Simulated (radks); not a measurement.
# Nuclear size and the levels of Sb³⁺

Aim: how the total energy, the levels and the density at the nucleus of Sb³⁺ respond when the nuclear radius is scaled.

Method: Dirac Kohn-Sham, PBE, spin-unpolarised, spherical densities, finite nucleus. Code: radks (a radial shooting solver on a logarithmic mesh, Libxc functionals) version 1.

**1. The atom as given**

```
element            : antimony (Z = 51)
charge             : +3
electrons          : 48
configuration      : [Kr] 4d10 5s2
nuclear rms radius : 4.6802 fm
```

Outer shells as boxes (Hund's rule):

Sb³⁺
```
[Kr] core
4d [↑↓][↑↓][↑↓][↑↓][↑↓]
5s [↑↓]
```

**2. rms radius 4.6802 fm**

The run's settings:

```text
Z 51
configuration [Kr] 4d10 5s2 5p0 6s0
relativity Dirac
functional pbe,pbe
spin unpolarised
j_filling average
nucleus finite rms 4.6802 fm
c 137.035999084
```

**3. rms radius 3.8424 fm**

Settings, as their differences from step 2:

```diff
@@ -6,3 +6,3 @@
 j_filling average
-nucleus finite rms 4.6802 fm
+nucleus finite rms 3.8424 fm
 c 137.035999084
```

**4. rms radius 4.2824 fm**

Settings, as their differences from step 3:

```diff
@@ -6,3 +6,3 @@
 j_filling average
-nucleus finite rms 3.8424 fm
+nucleus finite rms 4.2824 fm
 c 137.035999084
```

**5. rms radius 4.9002 fm**

Settings, as their differences from step 4:

```diff
@@ -6,3 +6,3 @@
 j_filling average
-nucleus finite rms 4.2824 fm
+nucleus finite rms 4.9002 fm
 c 137.035999084
```

**6. rms radius 5.5414 fm**

Settings, as their differences from step 5:

```diff
@@ -6,3 +6,3 @@
 j_filling average
-nucleus finite rms 4.9002 fm
+nucleus finite rms 5.5414 fm
 c 137.035999084
```

Before running it: what results should come out? Wanted: for each run, rms radius; total energy shift; density at nucleus; 1s1/2 shift; 2s1/2 shift; 4p1/2 shift; 5s1/2 shift; 5p1/2 shift.

As calculated:

```
rms radius (fm)  total energy shift (eV)  density at nucleus (e/bohr³)  1s1/2 shift (meV)  2s1/2 shift (meV)  4p1/2 shift (meV)  5s1/2 shift (meV)  5p1/2 shift (meV)
         3.8424                    -1.52                     2.157e+05               -638              -73.6              0.266             -0.343             0.0823
         4.2824                   -0.755                     2.119e+05               -316              -36.5              0.132             -0.170             0.0408
         4.6802                        0                      2.09e+05                  0                  0                  0                  0                  0
         4.9002                    0.441                     2.074e+05                185               21.3            -0.0772             0.0995            -0.0239
         5.5414                     1.82                     2.034e+05                764               88.2             -0.319              0.411            -0.0986
```

What this shows: Shifts are against the first run. Over the range the 1s1/2 level moves by 1.40 eV and the 5p1/2 level by -0.181 meV. A larger nucleus binds the 1s electrons less and lowers the density at its centre. These are shifts of eigenvalues, not the field shifts of spectral lines.
